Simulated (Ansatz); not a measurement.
What does this script print? It uses the Python package of Ansatz (0.2.0).

`na2cl.py`
```python
'''Which structure of Na2Cl is lowest in energy, at the given cells.'''

import ansatz as az
import numpy as np
import spglib

PHASES = {
    'P4/mmm': (
        [(3.556088, 0.0, 0.0), (0.0, 3.556088, 0.0), (0.0, 0.0, 12.592574)],
        [
            ('Na', (0.0, 0.0, 0.226903)),
            ('Na', (0.0, 0.0, 0.773097)),
            ('Na', (0.0, 0.0, 0.5)),
            ('Na', (0.5, 0.5, 0.0)),
            ('Cl', (0.5, 0.5, 0.359178)),
            ('Cl', (0.5, 0.5, 0.640822)),
        ],
    ),
    'R-3m': (
        [(1.967387, 1.135872, 6.729078), (-1.967387, 1.135872, 6.729078), (0.0, -2.271743, 6.729078)],
        [
            ('Na', (0.751074, 0.751074, 0.751074)),
            ('Na', (0.248926, 0.248926, 0.248926)),
            ('Cl', (0.0, 0.0, 0.0)),
        ],
    ),
}


def build(vectors, sites):
    crystal = az.Crystal(lattice=az.Lattice.of(vectors))
    for symbol, position in sites:
        crystal = crystal.atom(symbol, position)
    return crystal


def solve(name, crystal):
    calc = (
        crystal.calculation()
        .functional('r2scan')
        .basis(56 * az.Ry)
        .kpoints(spacing=0.3)
        .occupations('fermi_dirac', width=0.1)
        .stress()
        .band_table()
    )
    return calc.run(threads=1)


def pressure_gpa(outcome):
    return float(np.trace(outcome.report['stress_gpa']) / 3)


def space_group(outcome):
    sites = outcome.report['lattice']['sites']
    kinds = sorted({site['symbol'] for site in sites})
    cell = (outcome.lattice.cell_ang, [site['position_frac'] for site in sites], [kinds.index(site['symbol']) for site in sites])
    return spglib.get_spacegroup(cell, symprec=0.01)


def main() -> None:
    phases = {name: build(*cell) for name, cell in PHASES.items()}

    done = {}
    for name, crystal in phases.items():
        done[name] = solve(name, crystal)
        print(f'{name}: {done[name].report["energy_sigma0_ev"]:.4f} eV, {len(done[name].lattice.sites)} atoms')

    energy = {name: o.report['energy_sigma0_ev'] / len(o.lattice.sites) for name, o in done.items()}
    lowest = min(energy.values())
    rows = [(name, len(o.lattice.sites), 1000 * (energy[name] - lowest), pressure_gpa(o), space_group(o)) for name, o in done.items()]
    rows.sort(key=lambda row: row[2])
    print('| phase | atoms | dE (meV/atom) | P (GPa) | space group |')
    print('| --- | --- | --- | --- | --- |')
    for row in rows:
        print(f'| {row[0]} | {row[1]:d} | {row[2]:.1f} | {row[3]:.2f} | {row[4]} |')
    print('lowest in energy:', rows[0][0])


if __name__ == '__main__':
    main()
```

```console
$ python na2cl.py
P4/mmm: -8128.9336 eV, 6 atoms
R-3m: -4064.5953 eV, 3 atoms
| phase | atoms | dE (meV/atom) | P (GPa) | space group |
| --- | --- | --- | --- | --- |
| R-3m | 3 | 0.0 | -0.49 | R-3m (166) |
| P4/mmm | 6 | 42.8 | -0.40 | P4/mmm (123) |
lowest in energy: R-3m
```

By space group at the end of each run: R-3m (+0 meV an atom, 30.1 Å³) and P4/mmm (+43 meV an atom, 26.5 Å³).

What to keep in mind:
- These settings explore the input space; cutoff and mesh may be short of convergence.
- A cell here holds an odd number of electrons and is run without spin, so a magnetic state may lie lower.
- For the metals among these phases the mesh is modest: differences between phases can be off by up to 40 meV an atom.
- Pressure is positive in compression.
- The cells come from databases of deposited and of computed structures, and not all need be stable phases.
- The ranking holds among these structures alone, at zero temperature; the ground state may be another structure. Differences under about 40 meV an atom lie within the error of mesh and functional.
- Run time: 42 s on 1 thread of Arm Neoverse V1 (shared host), peak memory 1.2 GiB.

(Lines on the test bed's own set-up are left out of the output.)
